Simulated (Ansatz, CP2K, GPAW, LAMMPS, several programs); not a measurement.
BN (zincblende): methods side by side

Zincblende BN, relaxed with r2SCAN in Ansatz, was computed with several methods. Space group F-43m (No. 216), cubic; conventional cell a = 3.610 Å, 5.88 Å³ an atom. Around B lie 4 N at 1.56 Å; around N lie 4 B at 1.56 Å. (Simulation; spin polarisation is off.)

Space group F-43m (No. 216). a = 3.610 Å, b = 3.610 Å, c = 3.610 Å, α = 90.00°, β = 90.00°, γ = 90.00°

| atom | site | symmetry | x | y | z |
| --- | --- | --- | --- | --- | --- |
| B | 4a | -43m | 0.0000 | 0.0000 | 0.0000 |
| N | 4d | -43m | 0.2500 | 0.2500 | 0.7500 |

Gaps and times are for a single point on this cell; volume and bulk modulus come from each method's own relaxation or energy curve at fixed shape. Times are rough, from shared hosts (Arm Neoverse V2), and each method has its own mesh and cell size. Gaps from k meshes are read at a limited set of points (mesh, symmetry points, PBE's band edges), so each method's own least gap may be somewhat smaller. Force fields have no electrons; where one was fitted to this phase, its volume and modulus reflect the fit. Minimal bases can be far off for gaps. GLLB-SC's gap includes the derivative discontinuity. d marks a direct gap, i an indirect one (no mark: not told apart), a dash a value that wasn't computed or didn't pass its checks.

```csv
method,kind,gap (eV),own volume (Å³/atom),bulk modulus (GPa),atoms computed,processor time
BN.extep (LAMMPS),force field,–,5.63,402,2,0.11 s
BNC.tersoff (LAMMPS),force field,–,5.33,466,2,0.12 s
light PBE (260 eV and a coarse mesh),light plane-wave,4.40 i,–,–,2,0.32 s
non-self-consistent DFTB (CP2K),tight binding,9.57 d,–,–,2,0.67 s
PBE,semilocal,4.48 i,5.95,372,2,1 s
r2SCAN,semilocal,5.00 i,5.88,392,2,1.9 s
GLLB-SC (GPAW),model potential,5.88,–,–,2,2.9 s
PBE/single zeta (GPAW),small basis,6.48 i,–,–,2,7.7 s
PBE/SZV (CP2K),small basis,8.49 i,6.19,365,2,8.5 s
PBE/DZVP (CP2K),small basis,4.54 i,5.97,366,2,21 s
```

Against r2SCAN (5.00 eV) and with closed or daggered gaps left aside, the nearest gap at the points sampled is that of PBE/DZVP (CP2K) (-0.46 eV) and the farthest that of non-self-consistent DFTB (CP2K) (+4.57 eV). r2SCAN is only a yardstick of convenience: semilocal gaps usually lie below measured ones, which GLLB-SC and hybrids aim to mend.

Volumes against r2SCAN's: BN.extep (LAMMPS) -4.3 %, BNC.tersoff (LAMMPS) -9.3 %, PBE +1.2 %, PBE/SZV (CP2K) +5.3 %, PBE/DZVP (CP2K) +1.6 %.

Relaxed on its own, the cell leaves this structure with non-self-consistent DFTB (CP2K), so no volume is listed.
